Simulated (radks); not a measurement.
# Ca⁴⁺ in [Ne] 3s2 3p4: an all-electron calculation

Aim: the levels, the sizes of the orbitals and the parts of the energy of the calcium ion Ca4+.

The numbers are computed with radks (a radial shooting solver on a logarithmic mesh, Libxc functionals) version 1 (scalar-relativistic Kohn-Sham, SOGGA, spin-polarised, spherical densities, point nucleus; open shells are filled with parallel spins first), except any that are marked as measured or tabulated.

### 1 The system

```
element       : calcium (Z = 20)
charge        : +4
electrons     : 16
configuration : [Ne] 3s2 3p4
```

The outer shells:

Ca⁴⁺
```
[Ne] core
3s [↑↓]
3p [↑↓][↑ ][↑ ]
```

### 2 The calculation

The run's settings:

```text
Z 20
configuration [Ne] 3s2 3p4
relativity scalar-relativistic
functional sogga,pbe
spin polarised
nucleus point
c 137.035999084
```

Run with:

```sh
$ python run_ks.py task.json out
```

This one command runs every case of the session in turn.

Q: Predict the outcome of this run.

**Answer**, as computed:

```
                        quantity                     value
                    total energy        -674.34872 hartree
exchange-correlation share of it                    4.96 %
                            −T/E                    1.0070
          highest occupied level       3p down, -75.393 eV
    most extended occupied level  3p down, <r> = 1.17 bohr
 radius at density 0.001 e/bohr³                 2.65 bohr
    maxima of the radial density                         3
         ionisation energy, NIST       84.3 (semi-emp.) eV
```

The radial density shows 3 maxima for 3 occupied principal shells. Relativity lifts −T/E to 1.007. The top level binds by 75.393 eV, 89 % of the NIST ionisation energy of 84.3 eV; the potential of a semilocal functional falls off too fast, so its top eigenvalue is too shallow. Open shells are spherical and high-spin; term and fine-structure splittings are not resolved.
